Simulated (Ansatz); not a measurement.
**CH4AlFSe: basis-set convergence**

An exercise on one series of results from a longer session: the logs are not shown, and one member is left open.

Method: one geometry, several basis sets; program: Ansatz 0.2.0, Gaussian basis.

Levels to be run: PBE0-D4/def2-SVP; ωB97M-V/def2-SVP; PBE0-D4/def2-QZVPP; ωB97M-V/def2-QZVPP; the functionals' def2-TZVPP values are taken from earlier runs.

### The geometry

An earlier PBE0-D4 in a triple-zeta def2 set relaxation fixed the geometry.

SMILES `C[Se][AlH][F]`, 8 atoms, charge 0, spin multiplicity 1.

Atoms are counted from 1 here; the program's logs count them from 0.

Bond lengths: C1–Se2 1.967 Å, C1–H5 1.087 Å, C1–H6 1.089 Å, C1–H7 1.087 Å, Se2–Al3 2.290 Å, Al3–F4 1.647 Å, Al3–H8 1.575 Å. Angles: Se2–C1–H5 108.0°, Se2–C1–H6 111.1°, Se2–C1–H7 108.1°, H5–C1–H6 109.7°, H5–C1–H7 110.2°, H6–C1–H7 109.7°, C1–Se2–Al3 96.1°, Se2–Al3–F4 118.6°, Se2–Al3–H8 121.7°, F4–Al3–H8 119.8°.

Set-up of the first run:

in.yaml

```yaml
crystal:
  periodic: [false, false, false]
  atoms:
    - {symbol: C, position_ang: [-1.028187, 0.768187, 0.603451]}
    - {symbol: Se, position_ang: [-0.110067, 0.889039, -1.131720]}
    - {symbol: Al, position_ang: [1.270719, -0.907965, -0.802419]}
    - {symbol: F, position_ang: [2.331070, -1.315224, -1.995624]}
    - {symbol: H, position_ang: [-2.090647, 0.635589, 0.413749]}
    - {symbol: H, position_ang: [-0.652770, -0.070740, 1.187848]}
    - {symbol: H, position_ang: [-0.855204, 1.696488, 1.142609]}
    - {symbol: H, position_ang: [1.227087, -1.752572, 0.526306]}
basis:
  gaussian: {orbitals: def2-SVP}
hamiltonian: {xc: pbe0, dispersion: d4}
output: {orbitals: {seedname: orbitals}}
```

Among the steps run: PBE0-D4 in def2-SVP; ωB97M-V in def2-SVP; PBE0-D4 in def2-QZVPP; ωB97M-V in def2-QZVPP.

One of the session's tables, all rows but one given; the rest of the session is left out.

It belongs to the step «Density functionals: the series». 

| functional | basis | HOMO (eV) |
| --- | --- | --- |
| PBE0-D4 | def2-SVP | ? |
| PBE0-D4 | def2-TZVPP | -7.10 |
| PBE0-D4 | def2-QZVPP | -7.11 |
| ωB97M-V | def2-SVP | -9.10 |
| ωB97M-V | def2-TZVPP | -9.21 |
| ωB97M-V | def2-QZVPP | -9.23 |

**Question.** Estimate the row for PBE0-D4, def2-SVP.

As computed: HOMO (eV): -7.02. In the column «HOMO (eV)» it is the highest.
